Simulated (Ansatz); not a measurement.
# BeHBr (singlet): from Hartree-Fock to the top rungs at a displaced geometry (v2), cc-pVDZ

One table from this session's results is given with a row withheld; the runs are named, their logs left out.

Method: cc-pVDZ, core rule «outside noble gas», up to 15 orbitals frozen; program: Ansatz 0.2.0, Gaussian basis.

To be run: UHF; CCSD(T) on RHF; BCCD(T) on RHF; CISD; CCSDT(Q) on RHF.

32 further runs of the same task are left out: 12 for a known fault of the program, 1 for a mislabelled method, 9 that didn't finish, 10 set aside as unsound or not needed.

## What is computed

The geometry is a PBE0/def2-TZVP stationary point (not a proven minimum) with its atoms shifted at random (size 0.100 Å). No spin-orbit coupling is included. The filled d shell of Br may be among the frozen orbitals whatever the setting's name suggests; the logs give the count.

3 atoms, charge 0, spin multiplicity 1.

Atoms are counted from 1 here; the program's logs count them from 0.

Bond lengths: Br1–Be2 1.953 Å, Be2–H3 1.342 Å. Angles: Br1–Be2–H3 171.7°.

Set-up of the first run:

in.yaml

```yaml
crystal:
  periodic: [false, false, false]
  atoms:
    - {symbol: Br, position_ang: [0.084376, 0.005225, 1.743398]}
    - {symbol: Be, position_ang: [-0.080498, 0.013599, -0.202209]}
    - {symbol: H, position_ang: [-0.003878, -0.018825, -1.541189]}
basis:
  gaussian: {orbitals: cc-pVDZ}
magnetization: {spin_polarized: true, initial_magnetization: 0}
hamiltonian: {xc: hf}
output: {orbitals: {seedname: orbitals}}
```

The run is started by

```console
ansatz run in.yaml --threads 1 --pin off --events-out ev --progress --plain --max-ram 2393MiB
```

Among the steps run: UHF; CCSD(T) on RHF; BCCD(T) on RHF; CISD; CCSDT(Q) on RHF.

One table of the session follows, with a row left open; its other results are not shown here.

| method | from RCCSDT(Q) (kcal/mol) |
| --- | --- |
| RHF | +112.60 |
| RMP2 | +15.11 |
| CISD | +8.95 |
| RCCSD | +2.58 |
| RCCSD(T) | +0.44 |
| BCCD(T) | +0.43 |
| RCCSDT | ? |
| RCCSDT(Q) | 0 |

Estimate the missing values for RCCSDT.

**Answer.** from RCCSDT(Q) (kcal/mol): +0.19. In the column «from RCCSDT(Q) (kcal/mol)» it lies between RCCSDT(Q) (0) and BCCD(T) (+0.43).
